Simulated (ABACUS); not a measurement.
# CsLiCr2Te2S3 (Cm) in ABACUS: further runs, part 2 of 2

ABACUS 3.10.1.

## (4) Single point, PBE, collinear spin, ferromagnetic start

File INPUT:

```
INPUT_PARAMETERS
suffix              CsLiCr2Te2S3
calculation         scf
basis_type          lcao
pseudo_dir          ./
orbital_dir         ./
symmetry            1
dft_functional      pbe
ecutwfc             100
pseudo_rcut         7
nspin               2
nbands              57
ks_solver           genelpa
smearing_method     fd
smearing_sigma      0.00367493
scf_thr             1e-07
scf_nmax            100
mixing_type         broyden
mixing_beta         0.4
cal_force           1
cal_stress          1
nupdown             3.5
out_mul             1
out_chg             1
out_pot             2
out_elf             1
```

File STRU:

```
ATOMIC_SPECIES
Cs 132.9055 Cs.upf
Li 6.9400 Li.upf
Cr 51.9961 Cr.upf
Te 127.6000 Te.upf
S 32.0600 S.upf

NUMERICAL_ORBITAL
Cs_confined-atom_10au_3s2p2d.orb
Li_confined-atom_8au_3s1p.orb
Cr_confined-atom_7au_3s2p2d1f.orb
Te_confined-atom_8au_2s2p2d.orb
S_confined-atom_7au_2s2p1d.orb

LATTICE_CONSTANT
1.8897261246

LATTICE_VECTORS
3.4216200000 -5.1806900000 0.0078400000
3.4216200000 5.1806900000 0.0078400000
-2.9041100000 0.0000000000 7.4309300000

ATOMIC_POSITIONS
Direct

Cs
0.0
1
0.0937400000 0.0937400000 0.0085300000 1 1 1 mag 0

Li
0.0
1
0.5887500000 0.5887500000 0.5533600000 1 1 1 mag 0

Cr
0.0
2
0.0564600000 0.4675500000 0.5579000000 1 1 1 mag 3
0.4675500000 0.0564600000 0.5579000000 1 1 1 mag 3

Te
0.0
2
0.5648600000 0.8735700000 0.2903500000 1 1 1 mag 0
0.8735700000 0.5648600000 0.2903500000 1 1 1 mag 0

S
0.0
3
0.8115100000 0.3969700000 0.7334700000 1 1 1 mag 0
0.3969700000 0.8115100000 0.7334700000 1 1 1 mag 0
0.2140400000 0.2140400000 0.4837100000 1 1 1 mag 0
```

File KPT:

```
K_POINTS
0
Gamma
4 4 3 0 0 0
```

Potentials or basis: PseudoDojo NC SR 0.4.1 PBE standard, DZP LCAO (the cutoffs set its grid).

Command:

```console
$ OMP_NUM_THREADS=1 mpirun -np 4 abacus > log
```

running log:

```text
ABACUS v3.10.1

               Atomic-orbital Based Ab-initio Computation at UStc

 ------------------------------------------------------------------------------------

 READING GENERAL INFORMATION
                           global_out_dir = OUT.CsLiCr2Te2S3/
                           global_in_card = INPUT
                               pseudo_dir = ./
                              orbital_dir = ./
                                    DSIZE = 4
                                    GSIZE = 1

 READING UNITCELL INFORMATION
                                    ntype = 5
                  lattice constant (Bohr) = 1.88973
              lattice constant (Angstrom) = 1

 READING ATOM TYPE 1
                               atom label = Cs
                      L=0, number of zeta = 3
                      L=1, number of zeta = 2
                      L=2, number of zeta = 2
             number of atom for this type = 1
               magnetization of element 1 = 0

 READING ATOM TYPE 2
                               atom label = Li
                      L=0, number of zeta = 3
                      L=1, number of zeta = 1
             number of atom for this type = 1
               magnetization of element 2 = 0

 READING ATOM TYPE 3
                               atom label = Cr
                      L=0, number of zeta = 3
                      L=1, number of zeta = 2
                      L=2, number of zeta = 2
                      L=3, number of zeta = 1
             number of atom for this type = 2
               magnetization of element 3 = 3

 READING ATOM TYPE 4
                               atom label = Te
                      L=0, number of zeta = 2
                      L=1, number of zeta = 2
                      L=2, number of zeta = 2
             number of atom for this type = 2
               magnetization of element 4 = 0

 READING ATOM TYPE 5
                               atom label = S
                      L=0, number of zeta = 2
                      L=1, number of zeta = 2
                      L=2, number of zeta = 1
             number of atom for this type = 3
               magnetization of element 5 = 0

                        TOTAL ATOM NUMBER = 9
DIRECT COORDINATES
    atom                   x                   y                   z     mag                  vx                  vy                  vz
taud_Cs1            0.0937400000        0.0937400000        0.0085300000  0.0000        0.0000000000        0.0000000000        0.0000000000
taud_Li1            0.5887500000        0.5887500000        0.5533600000  0.0000        0.0000000000        0.0000000000        0.0000000000
taud_Cr1            0.0564600000        0.4675500000        0.5579000000  3.0000        0.0000000000        0.0000000000        0.0000000000
taud_Cr2            0.4675500000        0.0564600000        0.5579000000  3.0000        0.0000000000        0.0000000000        0.0000000000
taud_Te1            0.5648600000        0.8735700000        0.2903500000  0.0000        0.0000000000        0.0000000000        0.0000000000
taud_Te2            0.8735700000        0.5648600000        0.2903500000  0.0000        0.0000000000        0.0000000000        0.0000000000
taud_S1            0.8115100000        0.3969700000        0.7334700000  0.0000        0.0000000000        0.0000000000        0.0000000000
taud_S2            0.3969700000        0.8115100000        0.7334700000  0.0000        0.0000000000        0.0000000000        0.0000000000
taud_S3            0.2140400000        0.2140400000        0.4837100000  0.0000        0.0000000000        0.0000000000        0.0000000000
[... 284 lines left out ...]
              searching radius is (Bohr)) = 24.6
         searching radius unit is (Bohr)) = 1.89
                         PeriodicBoundary = 1
                        Radius(unit:lat0) = 13
                                   glayer = [ 4, 4, 3 ]
                             glayer_minus = [ 3, 3, 2 ]

Find the coordinate range of the input atom(unit:lat0).
                                  min_tau = [ -26.3, -33.2, -14.8 ]
                                  max_tau = [ 30.4, 33.2, 20.4 ]
                                BoxNumber = [ 7, 7, 5 ]

 SETUP EXTENDED REAL SPACE GRID FOR GRID INTEGRATION
                          real space grid = [ 75, 75, 96 ]
                 big cell numbers in grid = [ 15, 15, 24 ]
             meshcell numbers in big cell = [ 5, 5, 4 ]
                        extended fft grid = [ 15, 15, 18 ]
                dimension of extened grid = [ 46, 46, 61 ]
                            UnitCellTotal = 48
              Atom number in sub-FFT-grid = 9
    Local orbitals number in sub-FFT-grid = 152
                                ParaV.nnr = 66422
                                 init_chg = atomic

 LCAO ALGORITHM --------------- ION=   1  ELEC=   1--------------------------------
          total magnetism (Bohr mag/cell) = 3.5
       absolute magnetism (Bohr mag/cell) = 4.23151

 Density error is 0.103047077809
----------------------------------------------------------
     Energy           Rydberg                 eV
----------------------------------------------------------
 E_KohnSham     -901.9920425412      -12272.2313292191
 E_Harris       -932.7179298332      -12690.2784724961
 E_Fermi_up     0.4844582687         6.5913928974
 E_Fermi_dw     0.5628926362         7.6585472147
----------------------------------------------------------
[... 285 lines left out ...]
 Density error is 7.61163371117e-08
----------------------------------------------------------
     Energy           Rydberg                 eV
----------------------------------------------------------
 E_KohnSham     -903.1595194978      -12288.1156681116
 E_KS(sigma->0) -903.1572974058      -12288.0854349993
 E_Harris       -903.1595214098      -12288.1156941267
 E_band         -103.3859106237      -1406.6374774017
 E_one_elec     -650.0271031275      -8844.0724569674
 E_Hartree      346.2105532970       4710.4362325713
 E_xc           -187.5020997734      -2551.0969438824
 E_Ewald        -411.8364257099      -5603.3220336084
 E_entropy(-TS) -0.0044441839        -0.0604662246
 E_descf        0.0000000000         0.0000000000
 E_exx          0.0000000000         0.0000000000
 E_Fermi_up     0.4246351967         5.7774582466
 E_Fermi_dw     0.4805811626         6.5386421631
----------------------------------------------------------

 charge density convergence is achieved
 final etot is -12288.115668 eV
 EFERMI = 0 eV
The vacuum level is 7.4610269413 eV

 STATE ENERGY(eV) AND OCCUPATIONS    NSPIN == 2
SPIN UP :
 1/17 kpoint (Cartesian) = 0.0000 0.0000 0.0000 (7510 pws)
       1       -67.0927      0.0208333
       2       -67.0919      0.0208333
       3       -40.3062      0.0208333
       4       -38.5732      0.0208333
       5       -38.5576      0.0208333
       6       -38.5028      0.0208333
[... 344 lines left out ...]
      56        10.6316    2.86762e-44
      57        10.8066    8.64843e-46

[... levels at 28 further k points ...]

-------------------------------------------------
 Total Magnetism (uB)
-------------------------------------------------
                        Cs1         0.0129687084
                        Li1         0.0096171710
                        Cr1         2.3536778865
                        Cr2         2.3464862297
                        Te1        -0.4011944552
                        Te2        -0.4047865784
                         S1        -0.1316353751
                         S2        -0.1584895367
                         S3        -0.1266440504
-------------------------------------------------

 correction force for each atom along direction 1 is -2.13566e-06
 correction force for each atom along direction 2 is 0.00355670
 correction force for each atom along direction 3 is -1.22654e-06
------------------------------------------------------------------------------------------
 TOTAL-FORCE (eV/Angstrom)
------------------------------------------------------------------------------------------
                       Cs1         0.0117814905         0.0000000000        -0.0041720704
                       Li1         0.0256991829         0.0000000000        -0.0034889079
                       Cr1        -0.0830123351        -0.0698350748         0.1036347810
                       Cr2        -0.0830123351         0.0698350748         0.1036347810
                       Te1         0.0553547480         0.0049042609        -0.2155296121
                       Te2         0.0553547480        -0.0049042609        -0.2155296121
                        S1         0.0389780237         0.0030965686         0.1337738307
                        S2         0.0389780237        -0.0030965686         0.1337738307
                        S3        -0.0601215467         0.0000000000        -0.0360970209
------------------------------------------------------------------------------------------

----------------------------------------------------------------
 TOTAL-STRESS (KBAR)
----------------------------------------------------------------
         3.6227849688        -0.0000000000        -0.4244584467
        -0.0000000000         6.4250095829         0.0000000000
        -0.4244584467         0.0000000000         6.4767680199
----------------------------------------------------------------
 TOTAL-PRESSURE: 5.508188 KBAR

 --------------------------------------------
 !FINAL_ETOT_IS -12288.1156681115535321 eV
 --------------------------------------------
```

Wall time 83 s (4 MPI ranks of Intel Xeon Platinum 8488C (Sapphire Rapids), shared host); peak memory 1.3 GiB.

Results:

* Free energy: -12288.1157 eV
* Pressure: 0.6 GPa
* Largest force: 0.223 eV/Å
* Net moment: 3.50 μB per cell
* Absolute moment: 5.62 μB per cell
* Site moments: Cs +0.01; Li +0.01; Cr +2.35; Te -0.40; S -0.13, -0.16 μB
* Mulliken charges: Cs +0.57; Li +0.48; Cr +0.44, +0.43; Te -0.31; S -0.46, -0.45, -0.38 e

Forces in eV/Å, atoms in the order of the input:
```
Cs   0.012  0.000 -0.004
Li   0.026  0.000 -0.003
Cr  -0.083 -0.070  0.104
Cr  -0.083  0.070  0.104
Te   0.055  0.005 -0.216
Te   0.055 -0.005 -0.216
S    0.039  0.003  0.134
S    0.039 -0.003  0.134
S   -0.060  0.000 -0.036
```

Caveat: the atomic orbitals were generated for these runs and aren't a published set; the moment is held away from its start; Mulliken charges move with the basis; the basis of atomic orbitals isn't converged, which shifts pressures, moduli and gaps; the total moment is fixed, so each spin has its own Fermi level; only a ferromagnetic start was run, and an antiferromagnetic order may lie lower in energy. The run has no spin-orbit coupling, so splittings on Cs, Te are missing.

## (5) Overview

| fixed moment (μB) | pressure (GPa) | moment (μB) | largest force (eV/Å) |
| --- | --- | --- | --- |
| 1.0 | -1.0 | 1.00 | 0.44 |
| 2.0 | -0.6 | 2.00 | 0.34 |
| 3.5 | 0.6 | 3.50 | 0.22 |

Alike in all rows: task single point; level PBE; potentials or basis PseudoDojo NC SR 0.4.1 PBE standard, DZP LCAO (the cutoffs set its grid); spin collinear, ferromagnetic start; cell as given; k mesh 4 × 4 × 3; cutoff (eV) 1361; smearing fermi-dirac 0.05 eV.

Caveats: the atomic orbitals were generated for these runs and aren't a published set; the moment is held away from its start; the basis of atomic orbitals isn't converged, which shifts pressures, moduli and gaps; the total moment is fixed, so each spin has its own Fermi level; only a ferromagnetic start was run, and an antiferromagnetic order may lie lower in energy (some runs).

Absolute energies hang on the potentials; compare differences alone.
